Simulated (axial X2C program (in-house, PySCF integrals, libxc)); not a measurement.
# A two-component session on CsTe⁻: EOM-EE-CCSD levels

Aim: EOM-EE-CCSD levels of CsTe⁻, with spin–orbit coupling in the Hamiltonian from the start.

Program: an in-house X2C program for linear molecules on PySCF integrals. Level of theory: two-component X2C with atomic mean-field terms, Cs dyall-acv3z, Te dyall-acv3z. These are calculated values, not measurements.

### 1 Set-up

Input file task.json:

```json
{"zs": [55, 52], "q": -1, "bas": ["dyall-acv3z", "dyall-acv3z"], "r0": 3.37, "eom": "ee", "thr": -1.0, "nmax": 88}
```

Keys: zs atomic numbers; q charge; bas basis sets; r0 starting distance in Å; eom kind of EOM run; thr threshold in hartree for freezing inner shells (an s shell follows its p shell); nmax most natural virtual spinors.

The run is started by

```sh
python soeom.py task.json out
```

Nuclei are Gaussian, cores are contracted, and the Gaunt term is on.

### 2 EOM-EE-CCSD at 3.257 Å

Reference: the closed shell CsTe⁻; 16 electrons correlated, 88 virtual spinors; roots sought by Ω: 0: 5, 1: 4, 2: 3, 3: 1.

Output:

```text
two-component X2C + atomic mean field  HF
basis functions 291  fitting functions 1472  grid points 5807
iter        total energy     max residual
   1     -14568.019240541     4.51e-01
   2     -14568.052530147     6.86e-03
   3     -14568.053604306     1.26e-02
   4     -14568.053892585     3.86e-03
   5     -14568.054014942     2.33e-03
   6     -14568.054065872     2.35e-03
   7     -14568.054077914     4.64e-04
   8     -14568.054081309     2.73e-04
   9     -14568.054082280     2.64e-04
  10     -14568.054082502     5.26e-05
  11     -14568.054082539     2.60e-05
  12     -14568.054082547     1.67e-05
  13     -14568.054082548     2.50e-06
  14     -14568.054082548     1.88e-06
converged
one-electron -20898.24179653  Coulomb 6240.74624001  exact exchange -366.25323251  xc functional 0.00000000  nuclear repulsion 464.67510692  atomic mean-field constant -8.98040043
correlated 16  virtual 394  natural virtual 88  E(MP2) -0.330643750  MP2 remainder -0.058979079
iter   CCSD correlation   residual
   1     -0.285382212   1.73e-01
   2     -0.289505068   1.38e-01
   3     -0.292769881   4.71e-02
   4     -0.293672620   3.56e-02
   5     -0.293741196   2.28e-02
   6     -0.293700311   1.77e-02
   7     -0.293728408   1.17e-02
   8     -0.293730480   7.01e-03
   9     -0.293741426   3.93e-03
  10     -0.293755023   2.76e-03
  11     -0.293769771   1.62e-03
  12     -0.293778519   1.16e-03
  13     -0.293782066   6.40e-04
  14     -0.293783440   4.29e-04
  15     -0.293784402   2.76e-04
  16     -0.293784643   1.73e-04
  17     -0.293784592   1.19e-04
  18     -0.293784630   8.50e-05
  19     -0.293784774   5.41e-05
  20     -0.293784907   3.50e-05
  21     -0.293785009   2.37e-05
  22     -0.293785152   1.71e-05
  23     -0.293785181   9.95e-06
  24     -0.293785203   8.37e-06
  25     -0.293785212   5.34e-06
(T) -0.010559202  T1 0.0565  D1 0.1579  max T2 0.047
EOM-EE-CCSD roots
2*Omega      energy/Eh   energy/eV  one-particle weight
    0       0.01713773      0.4663      0.938
    0       0.02719423      0.7400      0.884
    0       0.03635715      0.9893      0.908
    0       0.03643553      0.9915      0.907
    0       0.03672023      0.9992      0.908
    2       0.01723380      0.4690      0.937
    2       0.02117937      0.5763      0.905
    2       0.03637949      0.9899      0.908
    2       0.03645129      0.9919      0.907
    4       0.02075036      0.5646      0.908
    4       0.03641182      0.9908      0.908
    4       0.03724452      1.0135      0.907
    6       0.03724055      1.0134      0.907
```

T1 in the output is the amplitude norm over the root of the electron number; divide by √2 for the Lee–Taylor value.

| Ω | excitation (eV) | hole | particle | singles weight |
| --- | --- | --- | --- | --- |
| 0⁻ | 0.466 | 54% Te pσ, 24% Te pπ, 9% Cs sσ | 60% Cs sσ, 31% Cs pσ | 0.94 |
| 1 | 0.469 | 54% Te pσ, 24% Te pπ, 9% Cs sσ | 60% Cs sσ, 31% Cs pσ | 0.94 |
| 2 | 0.565 | 86% Te pπ, 9% Cs dπ | 63% Cs sσ, 30% Cs pσ | 0.91 |
| 1 | 0.576 | 86% Te pπ, 9% Cs dπ | 63% Cs sσ, 30% Cs pσ | 0.91 |
| 0⁺ | 0.740 | 41% Te pπ, 40% Te pσ, 7% Cs sσ | 63% Cs sσ, 32% Cs pσ | 0.88 |
| 0⁻ | 0.989 | 49% Te pσ, 31% Te pπ, 8% Cs sσ | 95% Cs pπ | 0.91 |
| 1 | 0.990 | 48% Te pσ, 31% Te pπ, 8% Cs sσ | 95% Cs pπ | 0.91 |
| 2 | 0.991 | 49% Te pσ, 31% Te pπ, 8% Cs sσ | 95% Cs pπ | 0.91 |
| 0⁺ | 0.991 | 49% Te pσ, 31% Te pπ, 8% Cs sσ | 92% Cs pπ | 0.91 |
| 1 | 0.992 | 49% Te pσ, 31% Te pπ, 8% Cs sσ | 92% Cs pπ | 0.91 |
| 0⁻ | 0.999 | 50% Te pσ, 29% Te pπ, 8% Cs sσ | 69% Cs pσ, 30% Cs sσ | 0.91 |
| 3 | 1.013 | 86% Te pπ, 9% Cs dπ | 97% Cs pπ | 0.91 |
| 2 | 1.013 | 86% Te pπ, 9% Cs dπ | 97% Cs pπ | 0.91 |

It took 74 s on 1 thread of Arm Neoverse V2, shared host; peak memory 1.1 GiB.

### 3 Summary of results

| quantity | value |
| --- | --- |
| lowest root at 3.257 Å | Ω = 0⁻, 0.466 eV |
| next root led by one particle | Ω = 1, about 20 cm⁻¹ higher |
| T1 of the reference | 0.040 |

What this shows: The lowest root lies 0.47 eV above the closed-shell reference. Errors of 0.1 to 0.3 eV are usual at this size, and roots led by higher excitations are left out, so the list is incomplete, and low states of that kind can be missing. T1 or the largest double amplitude of the reference is raised, which lowers the reliability.
